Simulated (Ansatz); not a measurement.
Working through a ranking of polymorphs by energy of 2 structures of SrC2

Program: the Python package of Ansatz (0.2.0).

At the Python prompt:
```pycon
>>> from dataclasses import dataclass
>>> import warnings
>>> import ansatz as az
>>> import numpy as np
>>> import pandas as pd
>>> import spglib
>>> @dataclass(frozen=True)
... class RunConfig:
...     xc: str = 'lda'
...     scf_tol: float = 1e-08
...     max_scf: int = 150
...     extra_bands: int = 12
...     kspacing: float = 0.34
...     occupations: str = 'fermi_dirac'
...     sigma: float = 0.01
...
>>> cfg = RunConfig()
>>> PHASES = {
...     'I4/mmm': (
...         [(-2.05715, 2.05715, 3.383), (2.05715, -2.05715, 3.383), (2.05715, 2.05715, -3.383)],
...         [
...             ('Sr', (0.0, 0.0, 0.0)),
...             ('C', (0.412, 0.412, 0.0)),
...             ('C', (0.588, 0.588, 0.0)),
...         ],
...     ),
...     'R-3m': (
...         [(2.51733, 1.45338, 2.30666), (-2.51733, 1.45338, 2.30666), (0.0, -2.90676, 2.30666)],
...         [
...             ('Sr', (0.0, 0.0, 0.0)),
...             ('C', (0.59156, 0.59156, 0.59156)),
...             ('C', (0.40844, 0.40844, 0.40844)),
...         ],
...     ),
... }
>>> def build(vectors, sites):
...     crystal = az.Crystal(lattice=az.Lattice.of(vectors))
...     for symbol, position in sites:
...         crystal = crystal.atom(symbol, position)
...     return crystal
...
>>> def solve(name, crystal):
...     calc = (
...         crystal.calculation()
...         .functional(cfg.xc)
...         .accuracy('medium')
...         .pseudopotentials('nc')
...         .scf(tolerance=cfg.scf_tol, max_iterations=cfg.max_scf, extra_bands=cfg.extra_bands)
...         .kpoints(spacing=cfg.kspacing)
...         .occupations(cfg.occupations, width=cfg.sigma)
...         .stress()
...         .band_table()
...     )
...     return calc.run(threads=1)
...
>>> def space_group(outcome):
...     sites = outcome.report['lattice']['sites']
...     kinds = sorted({site['symbol'] for site in sites})
...     cell = (outcome.lattice.cell_ang, [site['position_frac'] for site in sites], [kinds.index(site['symbol']) for site in sites])
...     return spglib.get_spacegroup(cell, symprec=0.01)
...
>>> def volume_per_atom(outcome):
...     return abs(np.linalg.det(outcome.lattice.cell_ang)) / len(outcome.lattice.sites)
...
>>> warnings.simplefilter('ignore', az.DeckWarning)
>>> phases = {name: build(*cell) for name, cell in PHASES.items()}
>>> done = {}
>>> for name, crystal in phases.items():
...     try:
...         done[name] = solve(name, crystal)
...     except az.NonConvergedError as error:
...         print(name, 'did not converge:', str(error)[:120])
...
>>> energy = {name: o.report['energy_sigma0_ev'] / len(o.lattice.sites) for name, o in done.items()}
>>> lowest = min(energy.values())
>>> rows = [(name, len(o.lattice.sites), 1000 * (energy[name] - lowest), space_group(o), volume_per_atom(o)) for name, o in done.items()]
>>> rows.sort(key=lambda row: row[2])
>>> print(pd.DataFrame(rows, columns=['phase', 'atoms', 'dE (meV/atom)', 'space group', 'V (A^3/atom)']).round(4).to_string(index=False))
 phase  atoms  dE (meV/atom)  space group  V (A^3/atom)
I4/mmm      3         0.0000 I4/mmm (139)       19.0885
  R-3m      3        34.3419   R-3m (166)       16.8785
>>> print('lowest in energy:', rows[0][0])
lowest in energy: I4/mmm
```

By space group at the end of each run: I4/mmm (+0 meV an atom, 19.1 Å³) and R-3m (+34 meV an atom, 16.9 Å³).

Caveats:
- The settings weren't tested for convergence.
- The program warned that this SCF threshold is loose for forces or stresses.
- The cells come from databases of deposited and of computed structures, and not all need be stable phases.
- The ranking holds among these structures alone, at zero temperature; the ground state may be another structure. Differences under 10 to 15 meV an atom lie within the error of mesh and functional.
- The script silences the warnings on its input, which a real study should read.
- Timing: 7.6 s on 1 thread of Intel(R) Xeon(R) 6975P-C (Granite Rapids) (shared host), peak memory 0.54 GiB.
